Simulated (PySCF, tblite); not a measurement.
# C₂H₆F₂OSi₃: geometry, infrared bands and NMR shifts

Aim: predict the infrared bands and NMR shifts of C₂H₆F₂OSi₃ (`O=C[C@]1(F)[SiH2][Si@H](F)[SiH2]1`).

Programs: tblite 0.8.0 and PySCF 2.14.0, with density-fitted response routines of our own. Each step states its level of theory. These are calculated values for one molecule in the gas phase, unless marked as measured. Atoms count from 0, in the outputs and in this text.

## Step 1: The starting structure

14 atoms, charge 0, multiplicity 1; geometry from: force field or distance geometry start.

Bonds of the start (Å): O0–C1 1.23, C1–C2 1.56, C2–F3 1.35, C2–Si4 1.90, Si4–Si5 2.27, Si5–F6 1.60, Si5–Si7 2.26, Si7–C2 1.90, C1–H8 1.10, Si4–H9 1.49, Si4–H10 1.49, Si5–H11 1.49, Si7–H12 1.49, Si7–H13 1.49.

## Step 2: Relaxing the molecule with GFN2-xTB

Job settings and geometry (Å):

```
{"job": {"kind": "relax", "xc": "GFN2-xTB", "basis": "xTB"}, "charge": 0, "multiplicity": 1}
O     -1.292800     0.445000    -2.082900
C     -1.776600     0.250200    -0.972300
C     -0.993900    -0.038100     0.349300
F     -1.887100    -0.194700     1.350700
Si     0.338000     1.262800     0.740200
Si     1.889900    -0.002000    -0.322700
F      2.067300     0.299200    -1.881800
Si     0.254400    -1.462200     0.205500
H     -2.864500     0.255500    -0.840600
H      0.607400     1.371900     2.199100
H      0.066700     2.612200     0.162100
H      3.196600    -0.183800     0.379700
H     -0.105200    -2.483400    -0.818300
H      0.499100    -2.133100     1.509900
```

Run with:

```
$ OMP_NUM_THREADS=1 python probes_run.py task.json out
```

The driver reads the jobs from task.json and runs them one after another.

**Question.** This job is followed by: GFN2-xTB harmonic vibrations, gas phase; GIAO PBE0/pcSseg-1 NMR shielding, non-relativistic, gas phase. What will the session give for the following? strongest single infrared mode (GFN2-xTB); zero-point energy (GFN2-xTB); ¹³C shifts against TMS (PBE0/pcSseg-1); ¹H shifts against TMS (PBE0/pcSseg-1, means over atoms taken as alike); ¹⁷O shifts against H2O (PBE0/pcSseg-1); ¹⁹F shifts against CFCl3 (PBE0/pcSseg-1); ²⁹Si shifts against TMS (PBE0/pcSseg-1, means over atoms taken as alike).

The runs gave:

| quantity | value |
| --- | --- |
| strongest single infrared mode (GFN2-xTB) | 672 cm⁻¹, 559 km/mol |
| zero-point energy (GFN2-xTB) | 43.7 kcal/mol |
| ¹³C shifts against TMS (PBE0/pcSseg-1) | 216.2, 105.4 ppm |
| ¹H shifts against TMS (PBE0/pcSseg-1, means over atoms taken as alike) | 10.78, 6.81, 5.05, 4.96 ppm |
| ¹⁷O shifts against H2O (PBE0/pcSseg-1) | 619.4 ppm |
| ¹⁹F shifts against CFCl3 (PBE0/pcSseg-1) | -226.0, -241.0 ppm |
| ²⁹Si shifts against TMS (PBE0/pcSseg-1, means over atoms taken as alike) | 43.4, -24.5 ppm |

In words: Relaxing lowered the energy by 0.886 eV in 87 steps; the close pair that moved most is C1–C2, from 1.563 to 1.451 Å. All 36 modes are real, so the xTB geometry is a minimum. The strongest single mode, at 672 cm⁻¹, has its largest shares on H11, H10, H12 and H9 (the list is cut at 4 atoms). GFN2-xTB is a fitted tight-binding method: band positions and strengths are rough. Its intensities can rank the bands wrongly. C1 (aldehyde carbonyl carbon) lies farthest downfield among carbon, at 216.2 ppm; low-lying n→π* states of the double bond to the heteroatom give a large paramagnetic term (-277 ppm). H8 (hydrogen on an aldehyde carbonyl carbon) lies farthest downfield among hydrogen, at 10.78 ppm; the formyl region, downfield of aromatic protons. At PBE0/pcSseg-1: The widest tensor belongs to O0: span 1249 ppm, with a paramagnetic part of -685 ppm.
